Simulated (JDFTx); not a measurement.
# NInFSH3 in JDFTx: single point with LDA

Aim: the single point of NInFSH3 with LDA.

Everything below comes from runs of JDFTx 1.7.0 (patched build). Logs are shortened: lines on timing, memory, paths and dates and some standing lists are left out, and cuts for length are marked. The log counts tension as positive stress, the text compression.

## (1) The molecule as given

The cell holds a molecule in a box, 7 atoms: a = 14.000 Å, b = 13.000 Å, c = 11.000 Å, α = 90.00°, β = 90.00°, γ = 90.00°.

## (2) Single point, LDA

File InH3SNF.in:

```
lattice \
   26.4561657448     0.0000000000     0.0000000000 \
    0.0000000000    24.5664396201     0.0000000000 \
    0.0000000000     0.0000000000    20.7869873709
coords-type Lattice
ion N      0.5880285700     0.5995346200     0.5198227300 1
ion In     0.5270000000     0.4600653800     0.5120681800 1
ion F      0.6103571400     0.3507576900     0.5712136400 1
ion S      0.3711142900     0.4042500000     0.4647318200 1
ion H      0.5646142900     0.6524730800     0.4595772700 1
ion H      0.6602357100     0.5980038500     0.5184681800 1
ion H      0.3416214300     0.4993884600     0.4349681800 1

ion-species pseudo/N.upf
ion-species pseudo/In.upf
ion-species pseudo/F.upf
ion-species pseudo/S.upf
ion-species pseudo/H.upf
elec-cutoff 42
elec-ex-corr lda-PW
kpoint-folding 1 1 1
elec-n-bands 24
electronic-minimize nIterations 100 energyDiffThreshold 1e-07
coulomb-interaction Isolated
coulomb-truncation-embed 0.500929 0.501615 0.503091
core-overlap-check none
converge-empty-states yes
forces-output-coords Cartesian

dump-name run.$VAR
dump End Ecomponents EigStats BandEigs Kpoints Forces Dipole
```

Potentials or basis: PseudoDojo-SR-LDA-0.4.1-standard with smoothed tails.

The run is started by

```
> jdftx -c 1 -i InH3SNF.in -o InH3SNF.out
```

The log of the run:

```text
*************** JDFTx 1.7.0 (patched build) ***************

Input parsed successfully to the following command list (including defaults):
[... the input with its defaults ...]

---------- Setting up symmetries ----------

Found 8 point-group symmetries of the bravais lattice
Found 1 space-group symmetries with basis
Applied RMS atom displacement 0 bohrs to make symmetries exact.

---------- Initializing the Grid ----------
R =
[      26.4562            0            0  ]
[            0      24.5664            0  ]
[            0            0       20.787  ]
unit cell volume = 13510.2
G =
[   0.237494          0          0  ]
[          0   0.255763          0  ]
[          0          0   0.302265  ]
Minimum fftbox size, Smin = [  156  144  124  ]
Chosen fftbox size, S = [  160  144  126  ]

---------- Exchange Correlation functional ----------
Initalized Slater LDA exchange.
Initalized Perdew-Wang LDA correlation.

---------- Setting up pseudopotentials ----------
Width of ionic core gaussian charges (only for fluid interactions / plotting) set to 0

Reading pseudopotential file 'pseudo/N.upf':
  'N' pseudopotential, 'SLA  PW   NOGX NOGC' functional
  Generated using ONCVPSP code by D. R. Hamann
  5 valence electrons, 2 orbitals, 4 projectors, 1001 radial grid points, with lMax = 1
    2S    l: 0   occupation:  2.0   eigenvalue: -0.676963
    2P    l: 1   occupation:  3.0   eigenvalue: -0.266038
  Core radius for overlap checks: 1.31 bohrs.

Reading pseudopotential file 'pseudo/In.upf':
  'In' pseudopotential, 'SLA  PW   NOGX NOGC' functional
  Generated using ONCVPSP code by D. R. Hamann
  13 valence electrons, 3 orbitals, 6 projectors, 1001 radial grid points, with lMax = 2
    4D    l: 2   occupation: 10.0   eigenvalue: -0.687856
    5S    l: 0   occupation:  2.0   eigenvalue: -0.311709
    5P    l: 1   occupation:  1.0   eigenvalue: -0.099150
  Core radius for overlap checks: 2.17 bohrs.

Reading pseudopotential file 'pseudo/F.upf':
  'F' pseudopotential, 'SLA  PW   NOGX NOGC' functional
  Generated using ONCVPSP code by D. R. Hamann
  7 valence electrons, 2 orbitals, 5 projectors, 824 radial grid points, with lMax = 2
    2S    l: 0   occupation:  2.0   eigenvalue: -1.089583
    2P    l: 1   occupation:  5.0   eigenvalue: -0.415093
  Core radius for overlap checks: 1.56 bohrs.

Reading pseudopotential file 'pseudo/S.upf':
  'S' pseudopotential, 'SLA  PW   NOGX NOGC' functional
  Generated using ONCVPSP code by D. R. Hamann
  6 valence electrons, 2 orbitals, 6 projectors, 1001 radial grid points, with lMax = 2
    3S    l: 0   occupation:  2.0   eigenvalue: -0.635064
    3P    l: 1   occupation:  4.0   eigenvalue: -0.261175
  Core radius for overlap checks: 1.67 bohrs.

Reading pseudopotential file 'pseudo/H.upf':
  'H' pseudopotential, 'SLA  PW   NOGX NOGC' functional
  Generated using ONCVPSP code by D. R. Hamann
  1 valence electrons, 1 orbitals, 3 projectors, 1001 radial grid points, with lMax = 1
    1S    l: 0   occupation:  1.0   eigenvalue: -0.233459
  Core radius for overlap checks: 0.96 bohrs.

Initialized 5 species with 7 total atoms.

Folded 1 k-points by 1x1x1 to 1 k-points.

---------- Setting up k-points, bands, fillings ----------
No reducable k-points.
Computing the number of bands and number of electrons
Calculating initial fillings.
Turning on subspace rotations due to non-scalar fillings.
nElectrons:  34.000000   nBands: 24   nStates: 1

----- Setting up reduced wavefunction bases (one per k-point) -----
average nbasis = 175651.000 , ideal nbasis = 175642.095

---------- Setting up coulomb interaction ----------
Setting up double-sized grid for truncated Coulomb potentials:
R =
[      52.9123            0            0  ]
[            0      49.1329            0  ]
[            0            0       41.574  ]
unit cell volume = 108081
G =
[   0.118747          0          0  ]
[          0   0.127881          0  ]
[          0          0   0.151133  ]
Chosen fftbox size, S = [  320  288  252  ]
Integer grid location selected as the embedding center:
   Grid: [  80  72  63  ]
   Lattice: [  0.500929  0.501615  0.503091  ]
   Cartesian: [  13.2527  12.3229  10.4577  ]
Constructing Wigner-Seitz cell: 6 faces (6 quadrilaterals, 0 hexagons)
Range-separation parameter for embedded mesh potentials due to point charges: 0.521075 bohrs.
Constructing Wigner-Seitz cell: 6 faces (6 quadrilaterals, 0 hexagons)
Gaussian width for range separation: 2.19031 bohrs.
FFT grid for long-range part: [ 320 288 252 ].
Planning fourier transform ... Done.
Computing truncated long-range part in real space ... Done.
Adding short-range part in reciprocal space ... Done.

---------- Allocating electronic variables ----------
Initializing wave functions:  linear combination of atomic orbitals
N pseudo-atom occupations:   s ( 2 )  p ( 3 )
In pseudo-atom occupations:   s ( 2 )  p ( 1 )  d ( 10 )
F pseudo-atom occupations:   s ( 2 )  p ( 5 )
S pseudo-atom occupations:   s ( 2 )  p ( 4 )
H pseudo-atom occupations:   s ( 1 )
	FillingsUpdate:  mu: -0.063921174  nElectrons: 34.000000
LCAOMinimize: Iter:   0  Etot: -102.2650127548932915  |grad|_K:  3.663e-02  alpha:  1.000e+00
	FillingsUpdate:  mu: -0.108041083  nElectrons: 34.000000
LCAOMinimize: Iter:   1  Etot: -102.3968865293988841  |grad|_K:  2.496e-02  alpha:  1.765e-01  linmin: -4.113e-01  cgtest:  8.869e-01
LCAOMinimize: Encountered beta<0, resetting CG.
LCAOMinimize: 	Predicted alpha/alphaT>3.000000, increasing alphaT to 5.294918e-01.
	FillingsUpdate:  mu: -0.162142211  nElectrons: 34.000000
LCAOMinimize: Iter:   2  Etot: -102.4885152441451908  |grad|_K:  5.801e-03  alpha:  4.101e-01  linmin:  9.505e-02  cgtest: -2.243e-01
	FillingsUpdate:  mu: -0.162658852  nElectrons: 34.000000
LCAOMinimize: Iter:   3  Etot: -102.4911441978823632  |grad|_K:  2.852e-03  alpha:  2.808e-01  linmin:  1.128e-03  cgtest:  4.689e-01
LCAOMinimize: None of the convergence criteria satisfied after 3 iterations.

-------- Electronic minimization -----------
ElecMinimize: Iter:   0  Etot: -102.491144197882349  |grad|_K:  3.303e-04  alpha:  1.000e+00
	SubspaceRotationAdjust: set factor to 1.01
ElecMinimize: Iter:   1  Etot: -102.687892814697307  |grad|_K:  2.028e-04  alpha:  4.265e-01  linmin:  1.176e-03
	SubspaceRotationAdjust: set factor to 1.15
ElecMinimize: Iter:   2  Etot: -102.748957067626648  |grad|_K:  1.198e-04  alpha:  3.546e-01  linmin:  1.638e-05
	SubspaceRotationAdjust: set factor to 1.39
ElecMinimize: Iter:   3  Etot: -102.776648950028573  |grad|_K:  7.563e-05  alpha:  4.576e-01  linmin:  1.020e-04
	SubspaceRotationAdjust: set factor to 1.62
ElecMinimize: Iter:   4  Etot: -102.787855593390248  |grad|_K:  5.490e-05  alpha:  4.668e-01  linmin: -9.313e-05
	SubspaceRotationAdjust: set factor to 1.85
ElecMinimize: Iter:   5  Etot: -102.793039729615145  |grad|_K:  3.574e-05  alpha:  4.056e-01  linmin: -1.924e-05
	SubspaceRotationAdjust: set factor to 2.04
ElecMinimize: Iter:   6  Etot: -102.795280458446712  |grad|_K:  2.373e-05  alpha:  4.155e-01  linmin:  1.956e-05
	SubspaceRotationAdjust: set factor to 2.24
ElecMinimize: Iter:   7  Etot: -102.796140057288042  |grad|_K:  1.513e-05  alpha:  3.628e-01  linmin: -5.494e-06
	SubspaceRotationAdjust: set factor to 2.53
ElecMinimize: Iter:   8  Etot: -102.796549855170056  |grad|_K:  9.440e-06  alpha:  4.242e-01  linmin:  2.747e-06
	SubspaceRotationAdjust: set factor to 2.74
ElecMinimize: Iter:   9  Etot: -102.796709673258619  |grad|_K:  6.198e-06  alpha:  4.255e-01  linmin:  2.076e-07
	SubspaceRotationAdjust: set factor to 2.95
ElecMinimize: Iter:  10  Etot: -102.796771873858802  |grad|_K:  3.945e-06  alpha:  3.841e-01  linmin:  6.213e-07
	SubspaceRotationAdjust: set factor to 3.11
ElecMinimize: Iter:  11  Etot: -102.796800425989730  |grad|_K:  2.457e-06  alpha:  4.352e-01  linmin:  6.524e-07
	SubspaceRotationAdjust: set factor to 3.3
ElecMinimize: Iter:  12  Etot: -102.796812438507743  |grad|_K:  1.631e-06  alpha:  4.720e-01  linmin: -9.720e-06
	SubspaceRotationAdjust: set factor to 3.5
ElecMinimize: Iter:  13  Etot: -102.796817149828229  |grad|_K:  1.112e-06  alpha:  4.199e-01  linmin: -2.682e-06
	SubspaceRotationAdjust: set factor to 3.69
ElecMinimize: Iter:  14  Etot: -102.796819376799149  |grad|_K:  7.307e-07  alpha:  4.268e-01  linmin:  9.920e-07
	SubspaceRotationAdjust: set factor to 3.88
ElecMinimize: Iter:  15  Etot: -102.796820349793279  |grad|_K:  5.138e-07  alpha:  4.324e-01  linmin:  3.445e-08
	SubspaceRotationAdjust: set factor to 4.04
ElecMinimize: Iter:  16  Etot: -102.796820785001429  |grad|_K:  3.370e-07  alpha:  3.911e-01  linmin: -1.376e-06
	SubspaceRotationAdjust: set factor to 4.19
ElecMinimize: Iter:  17  Etot: -102.796820978862186  |grad|_K:  2.292e-07  alpha:  4.047e-01  linmin: -6.715e-07
	SubspaceRotationAdjust: set factor to 4.43
ElecMinimize: Iter:  18  Etot: -102.796821068056047  |grad|_K:  1.552e-07  alpha:  4.027e-01  linmin:  2.484e-07
	SubspaceRotationAdjust: set factor to 4.6
ElecMinimize: Iter:  19  Etot: -102.796821111198128  |grad|_K:  1.014e-07  alpha:  4.251e-01  linmin: -2.838e-07
ElecMinimize: Converged (|Delta Etot|<1.000000e-07 for 2 iters).
Setting wave functions to eigenvectors of Hamiltonian
Converging empty states (this may take a while): |deigs|: 1.151e-02

# Ionic positions in lattice coordinates:
ion N   0.588028570000000   0.599534620000000   0.519822730000000 1
ion In   0.527000000000000   0.460065380000000   0.512068180000000 1
ion F   0.610357140000000   0.350757690000000   0.571213640000000 1
ion S   0.371114290000000   0.404250000000000   0.464731820000000 1
ion H   0.564614290000000   0.652473080000000   0.459577270000000 1
ion H   0.660235710000000   0.598003850000000   0.518468180000000 1
ion H   0.341621430000000   0.499388460000000   0.434968180000000 1

# Forces in Cartesian coordinates:
force N  -0.005900836049298  -0.009389588845923   0.003864476743469 1
force In   0.000516404009929   0.001189643881693  -0.000039088114538 1
force F  -0.003118524070969   0.003897637361817  -0.001561485471701 1
force S   0.005470248338860  -0.004311234520975   0.002508210922213 1
force H  -0.003817775587425   0.004678530273495  -0.004591452763931 1
force H   0.007533800458403  -0.001099671602403   0.000932706680063 1
force H  -0.000667652862339   0.005003254909549  -0.001021605929033 1

# Energy components:
   Eewald =       95.9337531882462002
       EH =      184.8449625246622929
     Eloc =     -415.6390989102396247
      Enl =      -17.4471932125626736
      Exc =      -32.2413926118828229
 Exc_core =       11.1752174205208128
       KE =       70.5769304900576770
-------------------------------------
     Etot =     -102.7968211111981276

IonicMinimize: Iter:   0  Etot: -102.796821111198128  |grad|_K:  4.167e-03
IonicMinimize: None of the convergence criteria satisfied after 0 iterations.

#--- Lowdin population analysis ---
# oxidation-state N -0.879
# oxidation-state In +1.073
# oxidation-state F -0.531
# oxidation-state S -0.249
# oxidation-state H +0.345 +0.347 +0.172

Dumping 'run.eigStats' ...
	eMin: -0.999372 at state 0 ( [ +0.000000 +0.000000 +0.000000 ] spin 0 )
	HOMO: -0.243602 at state 0 ( [ +0.000000 +0.000000 +0.000000 ] spin 0 )
	mu  : -0.142998
	LUMO: -0.109050 at state 0 ( [ +0.000000 +0.000000 +0.000000 ] spin 0 )
	eMax: +0.012368 at state 0 ( [ +0.000000 +0.000000 +0.000000 ] spin 0 )
	HOMO-LUMO gap: +0.134553
	Optical gap  : +0.134553 at state 0 ( [ +0.000000 +0.000000 +0.000000 ] spin 0 )
Done!
[note: without smearing the FillingsUpdate lines are those of the first guess, not of the final state]
```

It took 3.8 min on 1 thread of AMD EPYC 9R45 (Zen 5), shared host; peak memory 1.4 GiB.

What came out:

```yaml
Free_energy: -2797.2440 eV
Largest_force: 0.604 eV/Å
Gap_between_the_frontier_levels: 3.66 eV
Loewdin_charges: N -0.88; In +1.07; F -0.53; S -0.25; H +0.34, +0.35, +0.17 e
```

Forces on the atoms (eV/Å):
```
N   -0.303 -0.483  0.199
In   0.027  0.061 -0.002
F   -0.160  0.200 -0.080
S    0.281 -0.222  0.129
H   -0.196  0.241 -0.236
H    0.387 -0.057  0.048
H   -0.034  0.257 -0.053
```

Caveat: spin-orbit coupling is left out, which moves the levels of the heavy elements.
